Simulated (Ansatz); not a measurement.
Working through a geometry optimisation of C₂H₃NSi, SMILES N#C[C][SiH3]

Computed with the Ansatz DFT code, driven from Python.

The cells in order, each with its output:

**Cell 1**
```python
import itertools

import ansatz
from ase.data import atomic_numbers, covalent_radii
import numpy as np
import pandas as pd
```

**Cell 2**
```python
GEOMETRY = '''
N     2.65260    0.18770    0.68470
C     1.77310   -0.14380    0.00940
C     0.66180   -0.56360   -0.84540
Si   -0.95310    0.01600   -0.10710
H    -1.12120   -0.57060    1.23100
H    -2.06520   -0.40870   -0.97010
H    -0.94800    1.48300   -0.00250
'''

molecule = ansatz.Crystal.molecule()
for line in GEOMETRY.strip().splitlines():
    symbol, *xyz = line.split()
    molecule = molecule.atom(symbol, [float(v) for v in xyz])
```

**Cell 3**
```python
setup = (
    molecule.calculation()
    .basis(gaussian='6-31G*')
    .functional('B3LYP')
    .spin('collinear', total=2)
)
symbols = [site.symbol for site in molecule.cartesian_sites]
start = np.array([site.position_ang for site in molecule.cartesian_sites], dtype=float)
def progress(event):
    if event['event'] == 'relax_step':
        row = event['data']
        print(f'step {row["step"]:3d}  E = {row["lagrangian_ev"]:.6f} eV  largest force component {row["allowed_force_max_ev_ang"]:.4f} eV/A')
```

**Cell 4**
```python
report = setup.relax(force_tolerance=0.005, max_steps=100).session().plan().execute(on_event=progress).report
end = np.array(report['positions_ang'])
```
Output:
```text
step   1  E = -11486.141179 eV  largest force component 3.8727 eV/A
step   2  E = -11486.550442 eV  largest force component 1.8835 eV/A
step   3  E = -11486.332495 eV  largest force component 8.2894 eV/A
step   4  E = -11486.730820 eV  largest force component 0.6033 eV/A
step   5  E = -11486.807237 eV  largest force component 0.4319 eV/A
step   6  E = -11486.890621 eV  largest force component 0.2467 eV/A
step   7  E = -11486.970672 eV  largest force component 0.1884 eV/A
step   8  E = -11486.976529 eV  largest force component 1.7803 eV/A
step   9  E = -11487.015656 eV  largest force component 1.0482 eV/A
step  10  E = -11487.025074 eV  largest force component 0.2736 eV/A
step  11  E = -11487.025762 eV  largest force component 0.0543 eV/A
step  12  E = -11487.025780 eV  largest force component 0.0341 eV/A
step  13  E = -11487.025819 eV  largest force component 0.0109 eV/A
step  14  E = -11487.025821 eV  largest force component 0.0004 eV/A
```

**Cell 5**
```python
for key in ('converged', 'free_energy_ev', 'reference_energy_ev', 'n_frozen', 'n_occupied', 'n_virtual'):
    print(f'{key:22s} {report[key]}')
```
Output:
```text
converged              True
free_energy_ev         -11487.026049360209
reference_energy_ev    -11487.026049360209
n_frozen               0
n_occupied             [19, 17]
n_virtual              [51, 53]
```

**Cell 6**
```python
# pairs closer than 1.2 times the sum of covalent radii, before or after
radius = [covalent_radii[atomic_numbers[s]] for s in symbols]
span = lambda where, i, j: np.linalg.norm(where[i] - where[j])
bonded = [(i, j) for i, j in itertools.combinations(range(len(symbols)), 2) if min(span(start, i, j), span(end, i, j)) < 1.2 * (radius[i] + radius[j])]
print('pair        before    after (A)')
for i, j in bonded:
    print(f'{symbols[i]}{i}-{symbols[j]}{j}'.ljust(10), f'{span(start, i, j):8.4f} {span(end, i, j):8.4f}')

charges = report['charge_distribution']
table = pd.DataFrame({'atom': symbols, 'mulliken': charges['mulliken_charges_e'], 'lowdin': charges['lowdin_charges_e']})
print(table.round(3).to_string())
print('dipole (e A):', np.round(charges['dipole_moment_e_ang'], 4) + 0.0)
with open('c2h3nsi_opt.xyz', 'w') as handle:
    handle.write(f'{len(symbols)}\nrelaxed C2H3NSi\n')
    handle.writelines(f'{s:2s} {x:11.6f} {y:11.6f} {z:11.6f}\n' for s, (x, y, z) in zip(symbols, end))
```
Output:
```text
pair        before    after (A)
N0-C1        1.1573   1.2077
C1-C2        1.4635   1.3088
C2-Si3       1.8679   1.8228
Si3-H4       1.4707   1.4846
Si3-H5       1.4703   1.4846
Si3-H6       1.4707   1.4846
  atom  mulliken  lowdin
0    N    -0.475   0.077
1    C     0.367  -0.206
2    C    -0.059  -0.074
3   Si     0.310   0.360
4    H    -0.047  -0.052
5    H    -0.047  -0.052
6    H    -0.047  -0.052
dipole (e A): [-0.6839  0.0534 -0.007 ]
```

File `c2h3nsi_opt.xyz` afterwards:
```text
7
relaxed C2H3NSi
N     3.210237   -0.250809    0.032687
C     2.006240   -0.156887    0.020353
C     0.701501   -0.055145    0.007003
Si   -1.115629    0.087200   -0.011342
H    -1.666343   -0.553787    1.209315
H    -1.644994   -0.593917   -1.219649
H    -1.491013    1.523347   -0.038368
```

Caveats:
- Total energies depend on the basis set; only differences at equal settings carry meaning.
- The end point is the stationary point reached from this start; no frequency run checks that it is a minimum, and the basis set is modest.
- The species is open-shell (spin multiplicity 3).
- The Löwdin charges here are taken after orthogonalising the functions within each atom; they differ from plain Löwdin charges, and their signs can be unphysical.
- b3lyp holds the VWN-RPA fit, as in Gaussian; the form of ORCA and Turbomole is b3lyp5.
- Run time: 56 s on 1 thread of Arm Neoverse V1, with other jobs on the host, peak memory 0.28 GiB.

(Lines on the test bed's own set-up are left out of the output.)
